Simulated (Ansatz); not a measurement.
This script makes a comparison of functionals at one structure of NaSe, space group Fm-3m with Ansatz 0.2.0, Python API.

Script `xc.py`:
```python
"""Functional comparison for NaSe (totals differ with the potentials too)."""

import warnings

import ansatz as az
from tabulate import tabulate

ECUT = 550
FILLING = "Fermi-Dirac"
WIDTH_EV = 0.1


def main() -> None:
    warnings.simplefilter("ignore", az.DeckWarning)

    structure = (
        az.Lattice.fcc(5.986522)
        .space_group(225)
        .atom("Na", [0.0, 0.0, 0.0])
        .atom("Se", [0.5, 0.0, 0.0])
        .primitive()
    )

    base = (
        structure.calculation()
        .pseudopotentials("paw")
        .basis(ECUT)
        .kpoints(8)
        .occupations(FILLING, width=WIDTH_EV)
        .forces()
        .stress()
    )

    rows = []
    for value in ["lda", "blyp", "pbesol"]:
        data = base.functional(value).run(threads=1).report
        rows.append((value, data["free_energy_ev"] / len(data["lattice"]["sites"]), data["n_iterations"], sum(data["stress_gpa"][i][i] for i in range(3)) / 3, max(abs(f) for row in data["forces_ev_ang"] for f in row), data["n_kpoints"]))

    print(tabulate(rows, headers=["functional", "F/atom (eV)", "iterations", "P (GPa)", "max component (eV/A)", "k-points"], floatfmt=".4f", tablefmt="simple"))


if __name__ == "__main__":
    main()
```

Rank the functionals by the pressure that they give at this structure. What does the order say about their lattices?

From lowest to highest: LDA (-3.0 GPa), PBEsol (-1.6 GPa) and BLYP (0.9 GPa). At a fixed cell a lower pressure usually means a smaller equilibrium volume, so LDA prefers the smallest cell and BLYP the largest.

The output:

`python xc.py` gives:
```text
functional      F/atom (eV)    iterations    P (GPa)    max component (eV/A)    k-points
------------  -------------  ------------  ---------  ----------------------  ----------
lda              -3425.3049             7    -2.9912                  0.0000          29
blyp             -3485.3475             7     0.8834                  0.0000          29
pbesol           -3450.4121             8    -1.5817                  0.0000          29
```

What to keep in mind:
- BLYP can be off by several per cent in the lattices of metals, and by several GPa in the pressure at a fixed cell.
- The mesh is modest for a metal, so energies can be off by several to tens of meV an atom and pressures by half a GPa or more; differences at equal mesh fare better.
- Forces vanish by symmetry here and test nothing.
- Pressure is positive in compression.
- This cell is a computed structure, which may not be the phase found in nature.
- Total energies of different functionals can't be compared; pressures, moments and gaps at this one structure can.
- Wall time of the script: 8.4 s on 1 thread of Intel(R) Xeon(R) Processor @ 2.30GHz, with other jobs on the host, peak memory 0.54 GiB.
